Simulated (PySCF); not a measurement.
**WF4: other functionals and bases at one geometry**

An exercise on one series of results from a longer session: the logs are not shown, and one member is left open.

Computed with PySCF 2.14.0. Level: several levels, as the steps say, no spin–orbit coupling.

2 further runs of the same task are left out: 2 for a known fault of the program.

## Where the work starts

5 atoms, charge 0, spin multiplicity 1.

Bond lengths: W1–F2 1.832 Å, W1–F3 1.832 Å, W1–F4 1.832 Å, W1–F5 1.832 Å. Angles: F2–W1–F3 92.1°, F2–W1–F4 157.7°, F2–W1–F5 92.1°, F3–W1–F4 92.1°, F3–W1–F5 157.7°, F4–W1–F5 92.1°.

Coordinates:

```xyz
5

W     0.00000    0.00000    0.00000
F     1.79805    0.00000    0.35358
F     0.00000    1.79805   -0.35358
F    -1.79805    0.00000    0.35358
F     0.00000   -1.79805   -0.35358
```

Formal oxidation states: W +4. An earlier session relaxed this geometry at PBE0, W def2-SVP with ECP60, F def2-SVP (singlet, point group D2d).

At PBE0 on the finer grid: E = -465.911644 Eh, HOMO -7.30 eV, LUMO -3.42 eV, Mulliken charge on W1 +1.21 e, largest force component 0.002 eV/Å. 

Levels to run: BLYP; B3LYP; CAM-B3LYP; BP86; PBE0, TZVP; PBE0, x2c-SVP. Hardware: 2 threads of Arm Neoverse N1, shared host.

Set-up of the first run:

run.py (the lines that set the calculation)

```python
mol = gto.M(atom='''
W      0.00000     0.00000     0.00000
F      1.79805     0.00000     0.35358
F      0.00000     1.79805    -0.35358
F     -1.79805     0.00000     0.35358
F      0.00000    -1.79805    -0.35358''',
    basis={'W': 'def2-SVP', 'F': 'def2-SVP'},
    ecp={'W': 'def2-SVP'},
    charge=0, spin=0)
mf = dft.RKS(mol, xc='BLYP')
mf.grids.atom_grid = (75, 302)
mf = mf.density_fit()  # fitting sets: W def2-universal-JKFIT, F def2-universal-JKFIT
mf.conv_tol = 1e-08; mf.max_cycle = 55
mf.kernel(dm0)  # dm0: the density of the relaxed state
```

Run with:

```bash
$ OMP_NUM_THREADS=2 python run.py
```

Steps of the session up to this table: BLYP; B3LYP; CAM-B3LYP; BP86; PBE0, TZVP; PBE0, x2c-SVP.

One of the session's tables, all rows but one given; the rest of the session is left out.

| level | HOMO (eV) | gap (eV) | charge on W1 (e) | largest force component (eV/Å) |
| --- | --- | --- | --- | --- |
| PBE0 (relaxed here) | -7.30 | 3.88 | 1.21 | 0.00 |
| BLYP | ? | ? | ? | ? |
| B3LYP | -7.06 | 3.43 | 1.16 | 0.38 |
| CAM-B3LYP | -8.73 | 6.61 | 1.19 | 0.04 |
| BP86 | -5.85 | 1.44 | 0.95 | 0.56 |
| PBE0, TZVP | -7.26 | 3.85 | 1.32 | 0.27 |
| PBE0, x2c-SVP | -7.64 | 3.81 | 1.14 | 0.71 |

Q: Estimate the row for BLYP from the others.

The run gave: HOMO (eV): -5.66; gap (eV): 1.50; charge on W1 (e): 0.94; largest force component (eV/Å): 0.90. In the column «HOMO (eV)» it is the highest.

In one basis the HOMO–LUMO gap runs from 1.44 eV (BP86) to 6.61 eV (CAM-B3LYP). The largest leftover force, 0.90 eV/Å with BLYP, stands at a geometry relaxed at another level. Total energies of different levels can't be compared.
